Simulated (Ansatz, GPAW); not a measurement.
# TeWO with PBE in single-zeta orbitals from a Python script

These are simulated results from GPAW 26.7.0, not measurements. The cell was built from a prototype and was relaxed with r2SCAN in plane waves (Ansatz 0.2.0). It may be hypothetical. It is a single sheet, repeated along a and b, with vacuum along c. All runs are without spin polarisation.

The sheet's in-plane cell has a = 3.173 Å, b = 3.173 Å (γ = 120.0°), and its outermost atoms lie 3.02 Å apart along the normal. W is surrounded by 3 O at 2.12 Å and 3 Te at 2.68 Å; O is surrounded by 3 W at 2.12 Å; Te is surrounded by 3 W at 2.68 Å and 6 Te at 3.17 Å.

The basis is minimal: single zeta, one radial function for each shell that the log's basis lists. It describes the filled bands fairly and the empty ones poorly.

Input script:

```python
import json
from ase import Atoms
from gpaw import GPAW, PW, FermiDirac

atoms = Atoms(['W', 'O', 'Te'],
              cell=[[3.172958, 0.0, 0.0], [-1.586479, 2.747862, 0.0], [0.0, 0.0, 30.645492]],
              scaled_positions=[[0.333333, 0.666667, 0.303389], [0.666667, 0.333333, 0.33811], [0.666667, 0.333333, 0.239545]],
              pbc=True)
calc = GPAW(mode='lcao', basis='sz(dzp)', h=0.2, xc='PBE', kpts={'size': (6, 6, 1), 'gamma': True},
            occupations=FermiDirac(0.02), maxiter=100, legacy_gpaw=True, txt='gpaw.txt')
atoms.calc = calc
res = {'energy': atoms.get_potential_energy(force_consistent=True)}
res['electrons'] = calc.get_number_of_electrons()
res['k'] = calc.get_ibz_k_points().tolist()
res['levels'] = [calc.get_eigenvalues(kpt=i).tolist() for i in range(len(res['k']))]
points = [[0.0, 0.0, 0.0], [0.5, 0.0, 0.0], [0.333333, 0.333333, 0.0], [0.0, 0.416667, 0.0], [0.45, 0.1, 0.0]]
bands = calc.fixed_density(kpts=points, symmetry='off', txt='bands.txt')
res['points'] = [bands.get_eigenvalues(kpt=i).tolist() for i in range(len(points))]
json.dump(res, open('results.json', 'w'))
print('free energy (eV):', round(res['energy'], 5))
```

Command: `python run.py`. It took 22 s on 1 thread of Arm Neoverse N1 (shared host), peak memory 0.19 GiB.

The log gpaw.txt, trimmed of paths, versions and times, then the last line on the terminal. An iter line gives the energy in eV and the logarithms of the changes of orbitals (plane waves alone) and density (c: converged):

```
___ ___ ___ _ _ _
 |   |   |_  | | | |

 | | | | | . | | | |

 |__ |  _|___|_____|  26.7.0
 |___|_|

Input parameters:
  basis: sz(dzp)
  h: 0.2
  kpts: {gamma: True,
         size: (6, 6, 1)}
  maxiter: 100
  mode: lcao
  occupations: {fixmagmom: False,
                name: fermi-dirac,
                width: 0.02}
  xc: PBE

System changes: positions, numbers, cell, pbc, initial_charges, initial_magmoms

Initialize ...

species:
  W:
    name:    Tungsten
    Z:       74.0
    valence: 14
    core:    60
    charge:  0.0  # [|e|]
    compensation charges:
      type: gauss
      rc: 0.40  # [Å]
      lmax: 2
    cutoffs:
      filter: 2.36  # [Å]
      core: 3.02  # [Å]
    projectors
    | kind |    occ | energy [eV] | rcut [Å] |

    |------|--------|-------------|----------|

    |   5s |  2.000 |     -78.830 |    1.344 |

    |   6s |  2.000 |      -5.697 |    1.344 |

    |   5p |  6.000 |     -43.233 |    1.355 |

    |   6p |  0.000 |      -1.367 |    1.355 |

    |   5d |  4.000 |      -4.494 |    1.228 |

    |    d |        |      22.717 |    1.228 |

    LCAO basis set for W:
      Name: sz(dzp)
      Number of radial functions: 5
      Number of spherical harmonics: 13
        l=0, rc=3.3438 Bohr: 5s-sz confined orbital
        l=0, rc=8.9844 Bohr: 6s-sz confined orbital
        l=1, rc=4.0156 Bohr: 5p-sz confined orbital
        l=1, rc=12.9219 Bohr: 6p-sz confined orbital
        l=2, rc=7.1562 Bohr: 5d-sz confined orbital
      Number of RI-basis functions 0

  O:
    name:    Oxygen
    Z:       8.0
    valence: 6
    core:    2
    charge:  0.0  # [|e|]
    compensation charges:
      type: gauss
      rc: 0.21  # [Å]
      lmax: 2
    cutoffs:
      filter: 1.17  # [Å]
      core: 0.83  # [Å]
    projectors
    | kind |    occ | energy [eV] | rcut [Å] |

    |------|--------|-------------|----------|

    |   2s |  2.000 |     -23.961 |    0.688 |

    |   2p |  4.000 |      -9.029 |    0.598 |

    |    s |        |       3.251 |    0.688 |

    |    p |        |      18.182 |    0.598 |

    |    d |        |       0.000 |    0.619 |

    LCAO basis set for O:
      Name: sz(dzp)
      Number of radial functions: 2
      Number of spherical harmonics: 4
        l=0, rc=4.3438 Bohr: 2s-sz confined orbital
        l=1, rc=5.3906 Bohr: 2p-sz confined orbital
      Number of RI-basis functions 0

  Te:
    name:    Tellurium
    Z:       52.0
    valence: 6
    core:    46
    charge:  0.0  # [|e|]
    compensation charges:
      type: gauss
      rc: 0.36  # [Å]
      lmax: 2
    cutoffs:
      filter: 2.09  # [Å]
      core: 3.17  # [Å]
    projectors
    | kind |    occ | energy [eV] | rcut [Å] |

    |------|--------|-------------|----------|

    |   5s |  2.000 |     -15.089 |    1.180 |

    |   5p |  4.000 |      -5.955 |    1.196 |

    |    s |        |      12.123 |    1.180 |

    |    p |        |      21.256 |    1.196 |

    |    d |        |       0.000 |    1.238 |

    LCAO basis set for Te:
      Name: sz(dzp)
      Number of radial functions: 2
      Number of spherical harmonics: 4
        l=0, rc=6.2500 Bohr: 5s-sz confined orbital
        l=1, rc=8.0156 Bohr: 5p-sz confined orbital
      Number of RI-basis functions 0

Reference energy: -625603.207390  # eV

Spin-paired calculation

Convergence criteria:
 Maximum [total energy] change in last 3 cyles: 0.0005 eV / valence electron
 Maximum integral of absolute [dens]ity change: 0.0001 electrons / valence electron
 Maximum integral of absolute [eigenst]ate change: 4e-08 eV^2 / valence electron
 Maximum number of scf [iter]ations: 100
 (Square brackets indicate name in SCF output, whereas a 'c' in
 the SCF output indicates the quantity has converged.)

Symmetries present (total): 1

  ( 1  0  0)
  ( 0  1  0)
  ( 0  0  1)

36 k-points: 6 x 6 x 1 Monkhorst-Pack grid + [1/12,1/12,0.000000]
20 k-points in the irreducible part of the Brillouin zone
       k-points in crystal coordinates                weights
   0:     0.00000000    0.00000000    0.00000000          1/36
   1:     0.00000000    0.16666667    0.00000000          2/36
   2:     0.00000000    0.33333333    0.00000000          2/36
   3:     0.00000000    0.50000000    0.00000000          1/36
   4:     0.16666667   -0.33333333    0.00000000          2/36
   5:     0.16666667   -0.16666667    0.00000000          2/36
   6:     0.16666667    0.00000000    0.00000000          2/36
   7:     0.16666667    0.16666667    0.00000000          2/36
   8:     0.16666667    0.33333333    0.00000000          2/36
   9:     0.16666667    0.50000000    0.00000000          2/36
          ...
  19:     0.50000000    0.50000000    0.00000000          1/36

Wave functions: LCAO
  Diagonalizer: Serial LAPACK
  Atomic Correction: dense with blas
  Data-type: complex

Occupation numbers: Fermi-Dirac:
  width: 0.0200  # eV

Eigensolver
   LCAO using direct dense diagonalizer

Densities:
  Coarse grid: 12*12*152 grid
  Fine grid: 24*24*304 grid
  Total Charge: 0.000000

Density mixing:
  Method: separate
  Backend: msr1
  Linear mixing parameter: 0.05
  old densities: 10
  Width of damping distribution: 1.1
  Damping of long wavelength oscillations: 20

Hamiltonian:
  XC and Coulomb potentials evaluated on a 24*24*304 grid
  Using the PBE Exchange-Correlation functional
  Interpolation: tri-quintic (5. degree polynomial)
  Poisson solver: FastPoissonSolver using
    Stencil: 8*3+1=25 point O(h^6) finite-difference Laplacian
    FFT axes: [np.int64(0), np.int64(1), np.int64(2)]
    FST axes: []

XC parameters: PBE with 2 nearest neighbor stencil

Memory estimate:
  Process memory now: 131.41 MiB
  Calculator: 23.20 MiB
    Density: 14.94 MiB
      Arrays: 4.34 MiB
      Localized functions: 7.26 MiB
      Mixer: 3.34 MiB
    Hamiltonian: 3.34 MiB
      Arrays: 2.84 MiB
      XC: 0.00 MiB
      Poisson: 0.00 MiB
      vbar: 0.50 MiB
    Wavefunctions: 4.92 MiB
      C [qnM]: 0.13 MiB
      S, T [2 x qmm]: 0.27 MiB
      P [aqMi]: 0.02 MiB
      BasisFunctions: 4.50 MiB
      Eigensolver: 0.00 MiB

Total number of cores used: 1

Number of atoms: 3
Number of atomic orbitals: 21
Number of bands in calculation: 20
Number of valence electrons: 26
Bands to converge: occupied
Positions:
   0 W     -0.000002    1.831909    9.297505    ( 0.0000,  0.0000,  0.0000)
   1 O      1.586481    0.915953   10.361547    ( 0.0000,  0.0000,  0.0000)
   2 Te     1.586481    0.915953    7.340974    ( 0.0000,  0.0000,  0.0000)

Unit cell:
           periodic     x           y           z      points  spacing
  1. axis:    yes    3.172958    0.000000    0.000000    12     0.2290
  2. axis:    yes   -1.586479    2.747862    0.000000    12     0.2290
  3. axis:    yes    0.000000    0.000000   30.645492   152     0.2016

  Lengths:   3.172958   3.172958  30.645492
  Angles:   90.000000  90.000000 120.000002

Effective grid spacing dv^(1/3) = 0.2303

iter:   1   -20.303895        c
iter:   2   -19.139997        c -1.12
iter:   3   -18.077041        c -1.22
iter:   4   -18.016276        c -1.53
iter:   5   -18.004413        c -1.68
iter:   6   -17.971238        c -1.93
iter:   7   -17.968323        c -2.56
iter:   8   -17.967706c       c -2.69
iter:   9   -17.967701c       c -3.76
iter:  10   -17.967694c       c -3.97
iter:  11   -17.967694c       c -4.56c

Converged after 11 iterations.

Energy contributions relative to reference atoms: (reference = -625603.207390)

Kinetic:        +60.499060
Potential:      -55.862849
External:        +0.000000
XC:             -23.474411
Entropy (-ST):   -0.000017
Local:           +0.870514
SIC:             +0.000000
--------------------------
Free energy:    -17.967703
Extrapolated:   -17.967694

Showing only first 2 kpts
 Kpt  Band  Eigenvalues  Occupancy
  0    11     -3.70490    2.00000
  0    12     -1.81919    1.99813
  0    13      0.18271    0.00000
  0    14      0.20496    0.00000

  1    11     -4.09078    2.00000
  1    12     -2.41812    2.00000
  1    13     -0.44110    0.00000
  1    14      0.17636    0.00000

Fermi level: -1.67968

Gap: 0.293 eV
Transition (v -> c):
  (s=0, k=0, n=12, [0.00, 0.00, 0.00]) -> (s=0, k=14, n=13, [0.33, 0.33, 0.00])
Direct/indirect transitions are different
Direct gap: 1.944 eV
Transition at: (s=0, k=16, n=12, [0.50, 0.00, 0.00])

free energy (eV): -17.9677
```

The gap in the log is over the mesh alone; results.json adds the listed points. PBE in single-zeta orbitals gives a gap of 0.29 eV. On the same cell, plane-wave PBE (Ansatz, 12×12×1 k points and the special points) gives a gap of 0.73 eV and r2SCAN a gap of 0.86 eV; on shared hosts these took about 28 and 70 core-seconds on the 3-atom cell, against 22 for the script. Spin-orbit coupling, left out in all these runs, can cut or reorder the gap by tenths of an eV, up to about 1 eV with Pb or Bi.

Spin-orbit coupling is left out, which matters wherever the heavy atoms make up the band edges.
